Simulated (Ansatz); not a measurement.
FH3S2Si, SMILES F[SiH2]SS: an atomisation energy, run with Ansatz's Python interface.

Script `fh3s2si.py`:
```python
# -*- coding: utf-8 -*-
"""Atomisation energy of FH3S2Si at the given geometry."""

from collections import Counter

import ansatz as az


def energy_of(molecule, charge=0, unpaired=0):
    calc = (
        molecule.calculation()
        .basis(gaussian="def2-SVP")
        .functional("r2scan")
    )
    if charge:
        calc = calc.charge(charge)
    if unpaired:
        calc = calc.spin("collinear", total=unpaired)
    return calc.run().report["free_energy_ev"]

GEOMETRY = """
F    -2.12540    1.15880   -0.05310
Si   -0.64420    0.76820    0.10930
S    -0.26680   -0.89750   -1.19480
S     1.77220   -1.29530   -0.61750
H     0.24130    1.90610   -0.26300
H    -0.40730    0.38050    1.51930
H     1.49150   -2.08880    0.45410
"""


def main():
    system = az.Crystal.molecule()
    for line in GEOMETRY.strip().splitlines():
        symbol, *xyz = line.split()
        system = system.atom(symbol, [float(v) for v in xyz])

    # unpaired electrons of the ground-state atoms
    unpaired = {"F": 1, "Si": 2, "S": 2, "H": 1}
    counts = Counter(site.symbol for site in system.cartesian_sites)
    atom_energy = {s: energy_of(az.Crystal.molecule().atom(s, (0, 0, 0)), 0, unpaired[s]) for s in counts}
    whole = energy_of(system, 0, 0)
    for s, e in atom_energy.items():
        print(f"{s:2s} x{counts[s]}  {e:14.5f} eV")
    print(f"FH3S2Si: {whole:.5f} eV")
    split = sum(counts[s] * e for s, e in atom_energy.items()) - whole
    print(f"atomisation energy (no zero-point term): {23.060548 * split:.1f} kcal/mol, {split / sum(counts.values()):.3f} eV an atom")


if __name__ == "__main__":
    main()
```

What does it cost to take this molecule apart into atoms?

507.1 kcal/mol from the electronic energies, without the zero-point term.

The run itself:

```console
$ python fh3s2si.py
F  x1     -2710.22071 eV
Si x1     -7870.75192 eV
S  x2    -10828.75057 eV
H  x3       -13.58417 eV
FH3S2Si: -32301.21617 eV
atomisation energy (no zero-point term): 507.1 kcal/mol, 3.141 eV an atom
```

Caveats:
- Total energies depend on the basis set; only differences at equal settings carry meaning.
- The geometry is a force-field or estimated start, not a minimum of this method, and the basis set is short of its limit. All parts are taken at fixed geometry, without zero-point energy.
- It ran for 9.5 s on 1 thread of Arm Neoverse V1, on a shared host, peak memory 0.19 GiB.
